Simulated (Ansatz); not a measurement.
## AlNi, space group Pm-3m: a convergence test of the k-point mesh, step by step

With Ansatz 0.2.0 through its Python package.

Input file `alni.cif`:
```cif
data_AlNi
_cell_length_a 2.881000
_cell_length_b 2.881000
_cell_length_c 2.881000
_cell_angle_alpha 90.00000
_cell_angle_beta 90.00000
_cell_angle_gamma 90.00000
_symmetry_space_group_name_H-M 'P 1'
_symmetry_Int_Tables_number 1
loop_
_symmetry_equiv_pos_as_xyz
'x, y, z'
loop_
_atom_site_label
_atom_site_type_symbol
_atom_site_fract_x
_atom_site_fract_y
_atom_site_fract_z
Al1 Al    0.000000    0.000000    0.000000
Ni2 Ni    0.500000    0.500000    0.500000
```

Typed at the interpreter:
```pycon
>>> import ansatz as az
>>> from ase.io import read
>>> atoms = read("alni.cif")
>>> xtal = az.Crystal.from_ase(atoms).moments(Ni=1.5)
>>> [site.symbol for site in xtal.resolved().sites]
['Al', 'Ni']
>>> calc = xtal.calculation()
>>> calc = calc.functional("pbe")
>>> calc = calc.basis(550)
>>> calc = calc.occupations(az.OccupationsMethod.FERMI_DIRAC, width=0.1)
>>> calc = calc.spin("collinear")
>>> rows = []
>>> for value in [1.0, 0.6, 0.4, 0.3]:
...     summary = calc.kpoints(spacing=value).run(threads=1, backend="cpu").report
...     rows.append((value, summary["free_energy_ev"] / len(summary["lattice"]["sites"]), summary["n_iterations"], summary["magnetization_mub"], summary["n_kpoints"]))
...
RunWarning: the starting moments were not kept: the SCF closed with an absolute magnetisation of 1.3e-6 μB, where they sum to 1.5 μB in size (1 site). That is at most 0.1 of that sum. Measured as [...]
>>> print("spacing (1/A)   F/atom (eV)    iterations  moment (muB)      k-points")
spacing (1/A)   F/atom (eV)    iterations  moment (muB)      k-points
>>> for row in rows:
...     print(f"{str(row[0]):>12s}  {row[1]:12.5f}  {row[2]:12d}  {row[3]:12.3f}  {row[4]:12d}")
...
         1.0   -3189.20523            12         0.185             4
         0.6   -3189.29379            11        -0.000            10
         0.4   -3189.26010            11         0.000            20
         0.3   -3189.27209            11         0.000            35
>>> # differences from the last row
>>> for row in rows[:-1]:
...     shift = 1000 * (row[1] - rows[-1][1])
...     print(f"{row[0]}: {shift:+.2f} meV/atom" + ("  (within 2 meV)" if abs(shift) < 2 else ""))
...
1.0: +66.86 meV/atom
0.6: -21.70 meV/atom
0.4: +11.99 meV/atom
```

What to keep in mind:
- The SCF didn't keep the moments it started from (some shrank, vanished or turned); what is printed is the state reached.
- The overall sign of a collinear moment is arbitrary, and semilocal functionals can give small moments to compounds that are paramagnetic.
- The starting cell is as deposited in a crystallographic database; the results hold for this polymorph, which needn't be the stable one.
- Warnings are shown shortened and without file and line.
- Shifts are counted from the finest mesh, which is itself no proven limit.
- Wall time of the script: 9.8 s on 1 thread of Intel(R) Xeon(R) Processor @ 2.30GHz (shared host), peak memory 0.54 GiB.
